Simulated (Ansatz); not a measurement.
# FGaH₂S: taking an electron away

The task here is to estimate one member of a computed series from the others.

Method: unrestricted cation, the program's frozen cores in correlated methods; program: Ansatz 0.2.0, Gaussian basis.

The runs, in order: UKS PBE-D4/def2-TZVPP; UKS r2SCAN-D4/def2-TZVPP; UKS PBE0-D4/def2-TZVPP; UKS B3LYP-D4/def2-TZVPP; UKS wB97X-V/def2-TZVPP; UKS wB97M-V/def2-TZVPP; UKS B2PLYP/def2-TZVPP; UHF-CCSD(T)/def2-TZVPP; UHF-CCSD(T)/def2-QZVPP; extrapolation to the limit; then −ε(HOMO) from the neutral's earlier runs with LDA (SPW92), PBE-D4, revPBE-D4, BLYP-D4, r2SCAN-D4, B97M-V, PBE0-D4, B3LYP-D4, r2SCANh-D4, r2SCAN0-D4, HSE06-D4, BHLYP-D4, CAM-B3LYP-D4, LC-ωPBE, ωB97X-V, ωB97M-V.

### Structure used throughout

All runs share one geometry, relaxed beforehand with PBE0-D4 in a triple-zeta def2 set.

SMILES `[F][GaH][SH]`, 5 atoms, charge 0, spin multiplicity 1.

Atoms are counted from 1 here; the program's logs count them from 0.

Bond lengths: F1–Ga2 1.756 Å, Ga2–S3 2.183 Å, Ga2–H4 1.547 Å, S3–H5 1.345 Å. Angles: F1–Ga2–S3 113.1°, F1–Ga2–H4 118.7°, S3–Ga2–H4 128.2°, Ga2–S3–H5 92.1°.

Set-up of the first run:

The input, in.yaml:

```yaml
crystal:
  periodic: [false, false, false]
  atoms:
    - {symbol: F, position_ang: [-1.366219, 0.172983, 1.096359]}
    - {symbol: Ga, position_ang: [-0.381668, -0.506888, -0.188462]}
    - {symbol: S, position_ang: [1.494879, 0.566140, -0.490507]}
    - {symbol: H, position_ang: [-0.908579, -1.744626, -0.951462]}
    - {symbol: H, position_ang: [1.211489, 1.438792, 0.492671]}
basis:
  gaussian: {orbitals: def2-TZVPP}
total_charge: 1
magnetization: {spin_polarized: true, initial_magnetization: 1}
hamiltonian: {xc: pbe, dispersion: d4}
```

Run with:

```bash
$ ansatz run in.yaml --threads 2 --pin off --events-out ev --progress --plain --max-ram 32768MiB --backend cpu
```

Steps of the session up to this table: Cation, UKS PBE-D4/def2-TZVPP; Cation, UKS r2SCAN-D4/def2-TZVPP; Cation, UKS PBE0-D4/def2-TZVPP; Cation, UKS B3LYP-D4/def2-TZVPP; Cation, UKS wB97X-V/def2-TZVPP; Cation, UKS wB97M-V/def2-TZVPP; Cation, UKS B2PLYP (frozen core)/def2-TZVPP; Cation, UHF-CCSD(T)/def2-TZVPP; Cation, UHF-CCSD(T)/def2-QZVPP.

One of the session's tables, all rows but one given; the rest of the session is left out.

For comparison, −ε(HOMO) of the neutral from earlier runs:

```
  functional  −ε(HOMO) (eV)
 LDA (SPW92)           7.01
      PBE-D4              ?
   revPBE-D4           6.80
     BLYP-D4           6.69
   r2SCAN-D4           7.16
      B97M-V           7.22
     PBE0-D4           8.08
    B3LYP-D4           7.83
  r2SCANh-D4           7.60
  r2SCAN0-D4           8.27
    HSE06-D4           7.67
    BHLYP-D4           9.14
CAM-B3LYP-D4           9.39
     LC-ωPBE          10.80
     ωB97X-V          10.43
     ωB97M-V          10.26
```

Estimate the missing values for PBE-D4.

**Answer.** −ε(HOMO) (eV): 6.86. In the column «−ε(HOMO) (eV)» it lies between revPBE-D4 (6.80) and LDA (SPW92) (7.01).
